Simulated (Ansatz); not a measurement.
## CH3AlFNS, SMILES F[CH]1[NH][Al]1[SH]: a comparison of dispersion corrections, step by step

Program: Ansatz's Python interface.

Interactive session:
```pycon
>>> import ansatz
>>> BASIS_SET = "def2-SVP"
>>> geometry_ang = [
...     ("F", (-0.3344, 1.5282, 1.4658)),
...     ("C", (0.425, 1.0653, 0.4557)),
...     ("N", (1.0709, -0.161, 0.8844)),
...     ("Al", (-0.1977, -0.4522, -0.434)),
...     ("S", (-1.5236, -1.7092, -1.873)),
...     ("H", (1.1072, 1.807, -0.0465)),
...     ("H", (2.0329, -0.2573, 0.3837)),
...     ("H", (-2.4882, -1.878, -0.892)),
... ]
>>> mol = ansatz.Crystal.molecule()
>>> for symbol, xyz in geometry_ang:
...     mol = mol.atom(symbol, xyz)
...
>>> calc = mol.calculation().basis(gaussian=BASIS_SET)
>>> for name in ["pbe", "blyp"]:
...     for correction in ("d3bj", "d4"):
...         data = calc.functional(name, dispersion=correction).run(threads=1, backend="cpu").report
...         print(f"{name:8s} {correction:5s} total {data['free_energy_ev']:.5f} eV, of which dispersion {1000 * data['dispersion']['energy']['ev']:.2f} meV")
...
pbe      d3bj  total -22700.55023 eV, of which dispersion -151.99 meV
pbe      d4    total -22700.55749 eV, of which dispersion -159.25 meV
blyp     d3bj  total -22713.46405 eV, of which dispersion -341.63 meV
blyp     d4    total -22713.46991 eV, of which dispersion -347.49 meV
```

Reading the output:
- Total energies depend on the basis set; only differences at equal settings carry meaning.
- The geometry is a force-field or estimated start, not a minimum of this method, and the basis set is short of its limit. D4 holds the three-body term, and d3bj doesn't.
- Wall time of the script: 4.3 s on 1 thread of Intel(R) Xeon(R) Platinum 8559C (Emerald Rapids), on a shared host, peak memory 0.19 GiB.
